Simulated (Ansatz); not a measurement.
Here is an Ansatz input file for C2H8GeS, SMILES [CH3][GeH]([CH3])[SH]. Write the same calculation for the Python package.

```yaml
crystal:
  periodic: [false, false, false]
  atoms:
    - { symbol: C, position_ang: [-0.677, 1.0029, -1.2639] }
    - { symbol: Ge, position_ang: [-0.4926, -0.1864, 0.2088] }
    - { symbol: C, position_ang: [1.2756, 0.0092, 0.9114] }
    - { symbol: S, position_ang: [-0.7064, -2.2551, -0.5068] }
    - { symbol: H, position_ang: [-1.7482, 0.9315, -1.7037] }
    - { symbol: H, position_ang: [-0.5774, 2.1038, -0.9213] }
    - { symbol: H, position_ang: [0.0438, 0.82, -2.0632] }
    - { symbol: H, position_ang: [-1.4853, 0.153, 1.3114] }
    - { symbol: H, position_ang: [1.4595, 1.0653, 1.3222] }
    - { symbol: H, position_ang: [1.4473, -0.6945, 1.7954] }
    - { symbol: H, position_ang: [2.0377, -0.2206, 0.1516] }
    - { symbol: H, position_ang: [-0.5, -2.7843, 0.7922] }
basis:
  gaussian: { orbitals: def2-SVP }
hamiltonian:
  xc: b3lyp
output:
  forces: true
```

Launched from the shell:
```console
$ ansatz run input.yaml --threads 1 --pin off --max-ram 4096MiB --backend cpu --events-out ev --progress --plain --runs-dir out
Engine: ansatz 0.2.0, aarch64-unknown-linux-gnu
Functional definition: B3LYP
  parameter a0 = 0.2
  parameter ax = 0.72
  parameter ac = 0.81
  exchange = (1 - a0 - ax)*slater_x + ax*b88_x + a0*exact_x
  correlation = (1 - ac)*vwn_rpa_c + ac*lyp_c
1186 factors; integrals over basis functions are off by at most 1.4e-3 eV
mean field evaluation 1: about -69539.5478 eV, gradient 6.2e1 eV
mean field evaluation 2: about -69533.3675 eV, gradient 7.6e1 eV
mean field evaluation 4: about -69548.5634 eV, gradient 2.2e0 eV
mean field evaluation 8: about -69548.6641 eV, gradient 1.0e-1 eV
mean field evaluation 16: about -69548.6642 eV, gradient 3.4e-5 eV
mean field -69548.66416561 eV, -2555.8662663083 hartree, gradient 3.4e-5 eV, S^2 0.000000; 0 other end points of the search recorded, 0 dependent functions left out
the calculation of the forces begins
reference -69548.66441848 eV, -2555.8662756012 hartree; 34, 34 occupied and 84, 84 virtual orbitals, 1186 factors
Total energy: -69548.66441848 eV, -2555.8662756012 hartree
Atom 0 at    -0.677000     1.002900    -1.263900 Å, force    -2.124471     2.097138    -0.866770 eV/Å
Atom 1 at    -0.492600    -0.186400     0.208800 Å, force     0.107709     0.276535     0.487632 eV/Å
Atom 2 at     1.275600     0.009200     0.911400 Å, force     1.334046     0.448770     2.027432 eV/Å
Atom 3 at    -0.706400    -2.255100    -0.506800 Å, force    -0.035999    -1.316790     1.023518 eV/Å
Atom 4 at    -1.748200     0.931500    -1.703700 Å, force     1.539098     0.053733     0.467090 eV/Å
Atom 5 at    -0.577400     2.103800    -0.921300 Å, force     0.008832    -1.508593    -0.378558 eV/Å
Atom 6 at     0.043800     0.820000    -2.063200 Å, force     0.177809    -0.070753    -0.182709 eV/Å
Atom 7 at    -1.485300     0.153000     1.311400 Å, force    -0.427618     0.004533     0.266260 eV/Å
Atom 8 at     1.459500     1.065300     1.322200 Å, force    -0.223342    -1.143672    -0.578045 eV/Å
Atom 9 at     1.447300    -0.694500     1.795400 Å, force    -0.155540     0.678468    -0.946273 eV/Å
Atom 10 at     2.037700    -0.220600     0.151600 Å, force     0.004788     0.051102    -0.002998 eV/Å
Atom 11 at    -0.500000    -2.784300     0.792200 Å, force    -0.205312     0.429530    -1.316579 eV/Å
Dipole moment:     0.118271     0.236881     0.141761 e Å
```

`run_deck.py`:
```python
"""C2H8GeS through the session interface."""

import logging
import sys

import ansatz as az
import numpy as np

logging.basicConfig(stream=sys.stdout, format="%(levelname)s:%(name)s:%(message)s")
logger = logging.getLogger("calc")
logger.setLevel(logging.INFO)

deck = {
    "crystal": {
        "periodic": [False, False, False],
        "atoms": [
            {"symbol": "C", "position_ang": [-0.677, 1.0029, -1.2639]},
            {"symbol": "Ge", "position_ang": [-0.4926, -0.1864, 0.2088]},
            {"symbol": "C", "position_ang": [1.2756, 0.0092, 0.9114]},
            {"symbol": "S", "position_ang": [-0.7064, -2.2551, -0.5068]},
            {"symbol": "H", "position_ang": [-1.7482, 0.9315, -1.7037]},
            {"symbol": "H", "position_ang": [-0.5774, 2.1038, -0.9213]},
            {"symbol": "H", "position_ang": [0.0438, 0.82, -2.0632]},
            {"symbol": "H", "position_ang": [-1.4853, 0.153, 1.3114]},
            {"symbol": "H", "position_ang": [1.4595, 1.0653, 1.3222]},
            {"symbol": "H", "position_ang": [1.4473, -0.6945, 1.7954]},
            {"symbol": "H", "position_ang": [2.0377, -0.2206, 0.1516]},
            {"symbol": "H", "position_ang": [-0.5, -2.7843, 0.7922]},
        ],
    },
    "basis": {"gaussian": {"orbitals": "def2-SVP"}},
    "hamiltonian": {"xc": "b3lyp"},
    "output": {"forces": True},
}
session = az.Session.from_dict(deck)
r = session.plan(threads=1).execute().report

for key in ("converged", "free_energy_ev", "reference_energy_ev", "n_frozen", "n_occupied", "n_virtual"):
    logger.info(f"{key:22s} {r[key]}")
symbols = ["C", "Ge", "C", "S", "H", "H", "H", "H", "H", "H", "H", "H"]
field = r["mean_field"]
print("<S^2> =", round(abs(field["state"]["spin_squared"]), 4), " all-electron relativity setting:", field["relativity"])
print("passes:", field["passes"])
if "symmetry" in field:
    print("occupied orbitals by irrep:", field["symmetry"]["occupied"])

logger.info("forces (eV/A)")
for symbol, f in zip(symbols, r["forces_ev_ang"]):
    logger.info(f"  {symbol:2s} {f[0]:9.4f} {f[1]:9.4f} {f[2]:9.4f}")
charges = r["charge_distribution"]
print("dipole moment", round(4.803205 * float(np.linalg.norm(charges["dipole_moment_e_ang"])), 3), "D")
print("Mulliken:", [(s, round(q, 3)) for s, q in zip(symbols, charges["mulliken_charges_e"])])
```

```console
$ python run_deck.py
INFO:calc:converged              True
INFO:calc:free_energy_ev         -69548.66441848024
INFO:calc:reference_energy_ev    -69548.66441848024
INFO:calc:n_frozen               0
INFO:calc:n_occupied             [34, 34]
INFO:calc:n_virtual              [84, 84]
<S^2> = 0.0  all-electron relativity setting: none
passes: {'evaluations': 15, 'products': 11}
occupied orbitals by irrep: [{'A': 34}, {'A': 34}]
INFO:calc:forces (eV/A)
INFO:calc:  C    -2.1245    2.0971   -0.8668
INFO:calc:  Ge    0.1077    0.2765    0.4876
INFO:calc:  C     1.3340    0.4488    2.0274
INFO:calc:  S    -0.0360   -1.3168    1.0235
INFO:calc:  H     1.5391    0.0537    0.4671
INFO:calc:  H     0.0088   -1.5086   -0.3786
INFO:calc:  H     0.1778   -0.0708   -0.1827
INFO:calc:  H    -0.4276    0.0045    0.2663
INFO:calc:  H    -0.2233   -1.1437   -0.5780
INFO:calc:  H    -0.1555    0.6785   -0.9463
INFO:calc:  H     0.0048    0.0511   -0.0030
INFO:calc:  H    -0.2053    0.4295   -1.3166
dipole moment 1.443 D
Mulliken: [('C', -0.207), ('Ge', 0.367), ('C', -0.196), ('S', -0.231), ('H', 0.056), ('H', 0.053), ('H', 0.052), ('H', -0.098), ('H', 0.044), ('H', 0.04), ('H', 0.047), ('H', 0.071)]
```

Reading the output:
- Total energies depend on the basis set; only differences at equal settings carry meaning.
- The geometry is a force-field or estimated start, not a minimum of this method, and the basis set is short of its limit.
- b3lyp holds the VWN-RPA fit, as in Gaussian; the form of ORCA and Turbomole is b3lyp5.
- It ran for 5.4 s on 1 thread of Arm Neoverse V2, on a shared host, peak memory 0.33 GiB.

(Lines on the test bed's own set-up are left out of the output.)
